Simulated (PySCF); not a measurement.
# C6H8BrF: the cost of one run

Programs: PySCF 2.14.0, with routines of our own; each step states its level. All values are computed. Atoms count from 0.

## 1. The system as given

16 atoms, charge 0, multiplicity 1; geometry from: GFN2-xTB.

## 2. Magnetic properties: GIAO PBE0/pcSseg-1

What the job is given:

```
{"job": {"kind": "mag", "xc": "PBE0", "basis": "pcSseg-1", "isotopologues": 2}, "charge": 0, "multiplicity": 1}
C     -1.547685     1.150878     0.604683
C     -0.996052    -0.233615     0.261845
C      0.457046    -0.225992     0.305137
C      1.654484    -0.197672     0.356664
C      3.103461    -0.187631     0.347377
F      3.587663    -0.315284    -0.936408
C     -1.409662    -0.683219    -1.138694
Br    -3.335151    -0.986308    -1.254713
H     -2.635040     1.141155     0.571141
H     -1.234821     1.442425     1.604447
H     -1.179505     1.891089    -0.103334
H     -1.362240    -0.963070     0.995389
H      3.490253     0.760395     0.741194
H      3.502113    -1.031533     0.923981
H     -0.934992    -1.626904    -1.406405
H     -1.167471     0.074228    -1.883715
```

Level: GIAO PBE0/pcSseg-1 magnetisability, rotational g tensor and spin-rotation constants, non-relativistic, gas phase.

The run is started by

```
$ OMP_NUM_THREADS=1 python excited_run.py task.json out
```

The driver reads the jobs from task.json and runs them one after another.

Q: Estimate the wall time and peak memory of this first job on 1 thread of Intel Xeon 6975P-C, shared host.

About 30 s, with a peak of 1 GiB.
